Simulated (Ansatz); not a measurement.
Here is an Ansatz input file for BaSrInSbO₆, space group F-43m. Write the same calculation for the Python package.

```yaml
crystal:
  lattice:
    - [0.0, 4.16172206, 4.16172206]
    - [4.16172206, 0.0, 4.16172206]
    - [4.16172206, 4.16172206, 0.0]
  atoms:
    - { symbol: Ba, position: [0.25, 0.25, 0.25] }
    - { symbol: Sr, position: [0.75, 0.75, 0.75] }
    - { symbol: In, position: [0.0, 0.0, 0.0] }
    - { symbol: Sb, position: [0.5, 0.5, 0.5] }
    - { symbol: O, position: [0.7405579, 0.2594421, 0.2594421] }
    - { symbol: O, position: [0.2594421, 0.7405579, 0.7405579] }
    - { symbol: O, position: [0.7405579, 0.7405579, 0.2594421] }
    - { symbol: O, position: [0.2594421, 0.2594421, 0.7405579] }
    - { symbol: O, position: [0.2594421, 0.7405579, 0.2594421] }
    - { symbol: O, position: [0.7405579, 0.2594421, 0.7405579] }
basis:
  ecutwfc: 420.0
kpoints:
  mp_grid: { kspacing: 0.4 }
hamiltonian:
  xc: pbe
  pseudopotentials: { kind: paw }
scf:
  occupations: { method: fixed }
output:
  write_density: true
  write_potential: true
  volumetric_format: npy
  elf: true
  stress: true
  eigenvalues: true
```

Launched from the shell:
```console
$ ansatz run input.yaml --threads 1 --pin off --max-ram 3072MiB --backend cpu --events-out ev --progress --plain --runs-dir out
Engine: ansatz 0.2.0, x86_64-unknown-linux-gnu
Pseudopotentials: kind: paw
Pseudopotential: Ba, paw, valence charge 10, recommended cutoff 420 eV (normal), Ba.paw.azcp
Pseudopotential: Sr, paw, valence charge 10, recommended cutoff 420 eV (normal), Sr.paw.azcp
Pseudopotential: In, paw, valence charge 13, recommended cutoff 420 eV (normal), In.paw.azcp
Pseudopotential: Sb, paw, valence charge 15, recommended cutoff 420 eV (normal), Sb.paw.azcp
Pseudopotential: O, paw, valence charge 6, recommended cutoff 420 eV (normal), O.paw.azcp
Functional definition: PBE
  parameter kappa = 0.804
  parameter beta = 0.06672455060314922
  exchange = pbe_x(kappa = kappa, mu = beta*pi^2/3)
  correlation = pbe_c(beta = beta)
Crystal: 10 atoms, lattice volume = 144.161 Å³
Basis set: ecut = 420 eV, 2741 PW (Γ)
Bands: 52, of which v1, the nominal top of the filled ones, is band 42 counted from 1 (41 counted from 0)
Symmetry: 24 space group operations
Space group: F-43m (ITA 216), of the structure as read, at distance tolerance 5.2e-5 Å
k-points: 8 of 64 (time reversal used)
Non-local potential: Ba, projectors of the file, l = 0: 3, l = 1: 2, l = 2: 2, l = 3: 2
Non-local potential: Sr, projectors of the file, l = 0: 3, l = 1: 2, l = 2: 2
Non-local potential: In, projectors of the file, l = 0: 2, l = 1: 2, l = 2: 2, l = 3: 2
Non-local potential: Sb, projectors of the file, l = 0: 2, l = 1: 2, l = 2: 2, l = 3: 2
Non-local potential: O, projectors of the file, l = 0: 2, l = 1: 2, l = 2: 1
PAW form: soft (Blöchl's): semilocal exchange-correlation on the pseudo side does not see the compensation charge
PAW one-centre angular grid: Ba, 194 points (default); XC on 64 Gauss nodes
PAW one-centre angular grid: Sr, 110 points (default); XC on 64 Gauss nodes
PAW one-centre angular grid: In, 590 points (default); XC on 64 Gauss nodes
PAW one-centre angular grid: Sb, 590 points (default); XC on 64 Gauss nodes
PAW one-centre angular grid: O, 110 points (default); XC on 64 Gauss nodes
Initial density: superposition of atomic densities (neutral atoms: chi_scale 0, normalization atom), corrected by the library's trained network
Initial wavefunctions: pseudopotential atomic-orbital guess
Functional: x = pbe(κ = 0.804, μ = 0.2195149727645171), c = pbe(β = 0.06672455060314922)
SCF iter   1: F=—  HF=-24986.740154 eV  |F-HF|=—  |Δ(HF+E_count)|=         —  Δρ=9.54e-4  dr2=6.14e-4  ethr=1.77e-3  ⟨swp⟩=6.0  Hψ=1646  notcnv=0  defer=54
preconditioner: auto → Resta (q_TF=auto, 2.493 Å⁻¹)  ε∞=4.0  [insulator: Δε(μ)=0.790 eV  Ē_g=15.208 eV  n_scr=26 (ndim 8)  ℏωp=26.2 eV  f_vac=0.001  ε∞_Penn≈4.0]
SCF iter   2: F=—  HF=-24986.742227 eV  |F-HF|=—  |Δ(HF+E_count)|=   2.07e-3  Δρ=5.07e-4  dr2=3.71e-4  ethr=7.30e-7  ⟨swp⟩=3.5  Hψ=1040  notcnv=0  defer=63
SCF iter   3: F=—  HF=-24986.742472 eV  |F-HF|=—  |Δ(HF+E_count)|=   2.45e-4  Δρ=2.18e-4  dr2=7.22e-5  ethr=4.42e-7  ⟨swp⟩=2.2  Hψ=718  notcnv=0  defer=63
SCF iter   4: F=—  HF=-24986.742501 eV  |F-HF|=—  |Δ(HF+E_count)|=   2.95e-5  Δρ=1.46e-4  dr2=3.06e-5  ethr=8.60e-8  ⟨swp⟩=2.0  Hψ=653  notcnv=0  defer=58
SCF iter   5: F=—  HF=-24986.742493 eV  |F-HF|=—  |Δ(HF+E_count)|=   8.51e-6  Δρ=4.03e-5  dr2=1.46e-6  ethr=3.65e-8  ⟨swp⟩=2.0  Hψ=624  notcnv=0  defer=59
SCF iter   6: F=—  HF=-24986.742493 eV  |F-HF|=—  |Δ(HF+E_count)|=   3.92e-7  Δρ=8.72e-6  dr2=1.49e-7  ethr=1.74e-9  ⟨swp⟩=2.1  Hψ=690  notcnv=0  defer=60
SCF iter   7: F=-24986.742493 eV  HF=-24986.742493 eV  |F-HF|=2.03e-8  |Δ(HF+E_count)|=   7.58e-9  Δρ=3.93e-6  dr2=2.89e-8  ethr=1.19e-10  ⟨swp⟩=21.5  Hψ=4248  notcnv=0
SCF 1 converged in 7 iterations: F = -24986.742493 eV  dr2 = 2.89e-8
  greatest PAW one-centre occupation: 0.997 electrons in one spin orbital (limit 2), on the Sb atom at site 3 (counted from 0), in its partial waves of l = 2
SCF converged after 7 iterations
Free energy (F): -24986.742493 eV
Harris-Foulkes:  -24986.742493 eV  (|F-HF|=2.03e-8)
Internal energy: -24986.742493 eV  (E = F + TS)
E sigma→0 (E₀):  -24986.742493 eV
Fermi energy:    9.142168 eV
--- Per-component energies (eV) ---
  E_band       = -191.177374
  E_kinetic    = 1921.873388
  E_local      = -5567.809263  (includes V_loc(G=0)·N_el)
  E_nonlocal   = 1290.096167
  E_hartree    = 2170.220932
  E_xc         = -1139.114926
  E_vxc        = -1060.835287  (∫ρ·V_xc dr)
  E_paw        = -17615.685726  (= ΣΔE_a)
  E_vpaw       = -1114.968904  (= ΣTr[D̂ρ^β])
  E_aug_tail   = 0.014585  (compensation charges beyond the density's cutoff)
  E_ewald      = -6046.337650
  E_smearing   = -0.000000  (= −TS)
  E_closure    = 0.000000  (closes the sum)
  Σ components = -24986.742493   (vs F -24986.742493, Δ=0.00e0)
--- Stress (GPa, compression-positive) ---
       -0.490183       0.000000      -0.000000
        0.000000      -0.490183       0.000000
       -0.000000       0.000000      -0.490183
  P = ⅓ Tr σ = -0.4902 GPa (-4.902 kbar)
--- Band table (eV; the first three rows and the last of 8) ---
  k-point 0: bands = ["-24.1708", "-19.2488", "-19.2488", "-19.0598", "-19.0598", "-19.0598", "-15.7359", "-8.8584", "-7.4333", "-7.4333", "-7.4333", "-6.9876", "-6.9876", "-6.1990", "-6.1990", "-6.1990", "-3.4269", "-3.4269", "-3.4269", "-2.9738", "-2.9738", "-1.1875", "-1.1875", "-1.1875", "0.1621", "4.4071", "4.4071", "4.4071", "7.1354", "7.1354", "7.1354", "8.1293", "8.1293", "8.1293", "8.4171", "8.4171", "8.4854", "8.4854", "8.4854", "9.1422", "9.1422", "9.1422", "9.9262", "14.2169", "14.2169", "14.3917", "14.3917", "14.3917", "15.2768", "16.2897", "16.2897", "16.2897"]
  k-point 1: bands = ["-24.1705", "-19.2489", "-19.2489", "-19.0598", "-19.0597", "-19.0597", "-15.7298", "-8.8181", "-7.6869", "-7.5614", "-7.5614", "-6.8693", "-6.8693", "-6.1369", "-6.1369", "-6.0676", "-3.4246", "-3.4246", "-3.4195", "-3.0984", "-3.0984", "-1.1133", "-1.1133", "-0.9846", "0.6230", "3.7137", "4.8726", "4.8726", "6.8116", "7.1061", "7.1061", "7.5531", "7.7347", "7.7347", "7.8642", "7.8642", "8.2530", "8.4902", "8.4902", "8.8704", "8.8704", "8.9911", "11.3204", "14.5007", "14.8117", "14.8117", "15.2365", "15.2365", "15.8363", "16.6535", "16.6535", "16.7884"]
  k-point 2: bands = ["-24.1702", "-19.2489", "-19.2489", "-19.0598", "-19.0597", "-19.0597", "-15.7236", "-8.7518", "-7.9378", "-7.6517", "-7.6517", "-6.7945", "-6.7945", "-6.0661", "-6.0661", "-5.9583", "-3.4220", "-3.4220", "-3.4134", "-3.2192", "-3.2192", "-1.0442", "-1.0442", "-0.7658", "1.3153", "2.8413", "5.7783", "5.7783", "6.5146", "6.5416", "6.5416", "6.9361", "7.1213", "7.1213", "7.6494", "7.6494", "8.4785", "8.4894", "8.4894", "8.6917", "8.6917", "8.7388", "13.1768", "13.5302", "15.7157", "15.7157", "15.9443", "15.9443", "16.1901", "16.8718", "16.8718", "17.0868"]
  k-point 7: bands = ["-24.1700", "-19.2492", "-19.2488", "-19.0601", "-19.0597", "-19.0595", "-15.7192", "-8.8378", "-7.8843", "-7.5550", "-7.5017", "-7.1314", "-6.8509", "-6.0121", "-6.0070", "-5.9619", "-3.4228", "-3.4165", "-3.4083", "-3.4049", "-3.1402", "-0.9409", "-0.8547", "-0.8487", "2.0817", "3.6435", "4.5991", "4.6117", "6.3443", "6.5960", "6.6149", "6.9467", "7.4120", "7.4159", "7.6985", "7.7874", "7.8479", "8.1337", "8.1934", "8.2134", "8.6605", "8.7340", "14.1889", "14.6820", "16.1017", "16.1117", "16.5228", "16.5646", "16.7543", "16.9565", "17.1260", "17.3566"]
```

`basrinsbo6_scf.py`
```python
# -*- coding: utf-8 -*-
"""Ground state of BaSrInSbO6 at the given structure."""

from collections import Counter
from pathlib import Path
import warnings

import ansatz as az
import numpy as np

warnings.simplefilter("ignore", az.DeckWarning)

crystal = (
    az.Lattice.of([0.0, 4.16172206, 4.16172206], [4.16172206, 0.0, 4.16172206], [4.16172206, 4.16172206, 0.0])
    .atom("Ba", [0.25, 0.25, 0.25])
    .atom("Sr", [0.75, 0.75, 0.75])
    .atom("In", [0.0, 0.0, 0.0])
    .atom("Sb", [0.5, 0.5, 0.5])
    .atom("O", [0.7405579, 0.2594421, 0.2594421])
    .atom("O", [0.2594421, 0.7405579, 0.7405579])
    .atom("O", [0.7405579, 0.7405579, 0.2594421])
    .atom("O", [0.2594421, 0.2594421, 0.7405579])
    .atom("O", [0.2594421, 0.7405579, 0.2594421])
    .atom("O", [0.7405579, 0.2594421, 0.7405579])
)

# the calculation
job = crystal.calculation()
job = job.functional(az.Functional.PBE).pseudopotentials("paw")
job = job.basis(420)
job = job.kpoints(spacing=0.4)
job = job.occupations(az.OccupationsMethod.FIXED)
job = job.stress()
job = job.density()
job = job.potential().electron_localization_function()
job = job.output_files(volumetric_format="npy")
job = job.band_table()
def show(event):
    row = event["data"]
    if event["event"] == "scf_iter" and row.get("free_energy_ev") is not None:
        print(f"  iteration {row['iter']:3d}  F = {row['free_energy_ev']:.6f} eV  residual {row['dr2_ev']:.2e}")


done = job.session().plan().execute(on_event=show)
rep = done.report

print(f"free energy      {rep['free_energy_ev']:.5f} eV")
print(f"per atom         {rep['free_energy_ev'] / len(done.lattice.sites):.5f} eV")
print(f"SCF iterations   {rep['n_iterations']}  (converged: {rep['converged']})")

# the stress is positive in compression
sigma = rep["stress_gpa"]
voigt = [sigma[0][0], sigma[1][1], sigma[2][2], sigma[1][2], sigma[0][2], sigma[0][1]]
print("stress xx yy zz yz xz xy (GPa):", " ".join(f"{s:.3f}" for s in voigt))
print("P =", round(10 * float(np.mean(voigt[:3])), 2), "kbar")

folder = Path(done.write_results("fields"))
for name in sorted(p.name for p in folder.glob("*.npy")):
    field = np.load(folder / name)
    print(f"{name:16s} {str(field.shape):16s} min {field.min():10.4f}  mean {field.mean():10.4f}  max {field.max():10.4f}")

told = Counter((n["data"]["severity"], n["data"]["kind"]) for n in done.notices if n["event"] == "notice")
for (severity, kind), count in sorted(told.items()):
    print(f"{severity:8s} {kind} x{count}")

edges = rep.get("band_edges_ev")
if edges:
    print(f"band edges on the mesh: {edges[0]:.3f} and {edges[1]:.3f} eV, gap {edges[1] - edges[0]:.3f} eV")
else:
    print("no band edges reported; Fermi level", round(rep["fermi_energy_ev"], 3), "eV")

rho = done.density()
total = sum(ch.density_e_per_ang3 for ch in rho.channels[:2]) if len(rho.channels) < 3 else rho.channels[0].density_e_per_ang3
print("grid", rho.dims, "electrons", round(float(total.mean() * rho.cell_volume_ang3), 4))
profile = total.mean(axis=(0, 2))
print("planar average along grid axis 1 (e/A^3):")
print(np.array2string(profile[:: max(len(profile) // 16, 1)], precision=4))
```

```console
$ python basrinsbo6_scf.py
  iteration   7  F = -24986.742493 eV  residual 2.89e-08
free energy      -24986.74249 eV
per atom         -2498.67425 eV
SCF iterations   7  (converged: True)
stress xx yy zz yz xz xy (GPa): -0.490 -0.490 -0.490 0.000 -0.000 0.000
P = -4.9 kbar
elf.npy          (40, 40, 40)     min     0.0000  mean     0.3174  max     0.8825
rho.npy          (40, 40, 40)     min     0.0279  mean     0.5827  max    23.5225
v_es.npy         (40, 40, 40)     min  -174.1326  mean     4.7610  max    14.4423
v_tot.npy        (40, 40, 40)     min  -207.9325  mean    -5.9463  max     8.4496
audit    band_cg_iterations x1
audit    preconditioner_resolved x1
band edges on the mesh: 9.142 and 9.926 eV, gap 0.784 eV
grid (40, 40, 40) electrons 84.0
planar average along grid axis 1 (e/A^3):
[0.4594 0.4298 0.4009 0.4923 0.7244 0.89   0.8175 0.5844 0.4447 0.5002
 0.5709 0.4824 0.4239 0.5913 0.8546 0.9336 0.7623 0.4992 0.3799 0.412 ]
```

Caveats:
- Absolute energies stand on the zero of these potentials, so only differences at equal settings mean something.
- Semilocal gaps usually lie well under measured ones.
- The fields are valence quantities on the plane-wave grid; their values near the nuclei depend on the potentials.
- The structure comes from a database of computed cells and needn't be a stable or known phase.
- Gaps and levels are Kohn-Sham values on a finite set of k-points, without spin-orbit coupling.

(A comment or docstring line of the script was reworded after the run, the code is as it ran; lines on the test bed's own set-up are left out of the output.)
